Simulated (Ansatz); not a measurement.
# C4H6Si: the cost of one run

Method: the settings change from run to run; program: Ansatz 0.2.0, Gaussian basis.

### Step 1. The relaxed structure

The structure was relaxed beforehand with PBE0-D4 in a triple-zeta def2 set.

SMILES `C1=C[SiH2]C=C1`, 11 atoms, charge 0, spin multiplicity 1.

Atoms are counted from 1 here; the program's logs count them from 0.

Bond lengths: C1–C2 1.342 Å, C1–C5 1.477 Å, C1–H6 1.087 Å, C2–Si3 1.863 Å, C2–H7 1.082 Å, Si3–C4 1.863 Å, Si3–H8 1.489 Å, Si3–H9 1.489 Å, C4–C5 1.342 Å, C4–H10 1.082 Å, C5–H11 1.087 Å. Angles: C2–C1–C5 117.1°, C2–C1–H6 123.5°, C5–C1–H6 119.5°, C1–C2–Si3 106.5°, C1–C2–H7 122.5°, Si3–C2–H7 131.0°, C2–Si3–C4 92.8°, C2–Si3–H8 113.9°, C2–Si3–H9 113.9°, C4–Si3–H8 113.9°, C4–Si3–H9 113.9°, H8–Si3–H9 108.2°, Si3–C4–C5 106.5°, Si3–C4–H10 131.0°, C5–C4–H10 122.5°, C1–C5–C4 117.1°, C1–C5–H11 119.5°, C4–C5–H11 123.5°.

### Step 2. revPBE0/aug-cc-pVDZ

Options: charge -1, multiplicity 2, atoms shaken by 0.15 Å, finite nuclei, D4 dispersion, high accuracy.

Input file in.yaml:

```yaml
crystal:
  periodic: [false, false, false]
  atoms:
    - {symbol: C, position_ang: [-0.988129, 0.763962, -0.178311]}
    - {symbol: C, position_ang: [-0.755130, 0.264800, 0.999840]}
    - {symbol: Si, position_ang: [1.145448, -0.563142, 0.723880]}
    - {symbol: C, position_ang: [0.651483, -0.194792, -0.765356]}
    - {symbol: C, position_ang: [-0.359411, 0.366590, -1.520356]}
    - {symbol: H, position_ang: [-2.230678, 1.133321, -0.223481]}
    - {symbol: H, position_ang: [-1.415465, 0.511496, 2.160566]}
    - {symbol: H, position_ang: [0.580382, -1.950561, 1.547217]}
    - {symbol: H, position_ang: [2.135190, 0.084543, 1.772005]}
    - {symbol: H, position_ang: [1.830232, -0.692643, -1.541788]}
    - {symbol: H, position_ang: [-0.376756, 0.865012, -2.358932]}
basis:
  gaussian: {orbitals: aug-cc-pVDZ, nuclear_model: gaussian}
total_charge: -1
magnetization: {spin_polarized: true, initial_magnetization: 1}
hamiltonian: {xc: {name: revPBE0}, dispersion: d4}
accuracy: high
```

Launch:

```sh
$ ansatz run in.yaml --threads 4 --pin off --events-out ev --progress --plain --max-ram 10444MiB
```

Q: Estimate wall time and peak memory on 4 threads of Intel Xeon at 2.60GHz, shared host.

About 11 s, with a peak of 1.2 GiB.
